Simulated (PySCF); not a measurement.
# C2H8AlCl2N4O2: the cost of one run

Computed with PySCF 2.14.0, with density-fitted response routines of our own, on a single molecule in the gas phase. Atoms are numbered from 0 throughout.

### 1 The molecule as given

19 atoms, charge 1, multiplicity 1; geometry from: GFN2-xTB.

Bonds of the start (Å): N0–C1 1.32, C1–N2 1.33, C1–O3 1.27, O3–Al4 1.79, Al4–Cl5 2.05, Al4–Cl6 2.05, Al4–O7 1.79, O7–C8 1.27, C8–N9 1.33, C8–N10 1.32, N0–H11 1.01, N0–H12 1.01, N2–H13 1.01, N2–H14 1.01, N9–H15 1.01, N9–H16 1.01, N10–H17 1.01, N10–H18 1.01.

### 2 Geometry optimisation at PBE0-D3(BJ)/def2-SVP

Job settings and geometry (Å):

```
{"job": {"xc": "PBE0", "basis": "def2-SVP", "d3": "d3bj", "grid": 1, "kind": "geom"}, "charge": 1, "multiplicity": 1}
N      3.034300    -0.680430    -1.069140
C      2.452290    -1.053870     0.060560
N      3.065520    -1.895450     0.890650
O      1.295240    -0.627520     0.357250
Al     0.014190     0.584860     0.043170
Cl    -0.523010     1.353060     1.865640
Cl     0.592110     1.588730    -1.647670
O     -1.322100    -0.505960    -0.442320
C     -2.498810    -0.916220    -0.206650
N     -3.159000    -1.574050    -1.157750
N     -3.055130    -0.709720     0.977570
H      3.962750    -0.967250    -1.330230
H      2.537840    -0.008510    -1.644550
H      2.609330    -2.149490     1.752720
H      3.991990    -2.247520     0.717160
H     -4.102050    -1.902130    -1.033580
H     -2.718480    -1.705130    -2.054750
H     -3.997270    -0.986330     1.197150
H     -2.524880    -0.164190     1.648560
```

**Question.** How long does this first job take on 8 threads of AMD EPYC (Zen 3), shared host?

About 6.6 min.
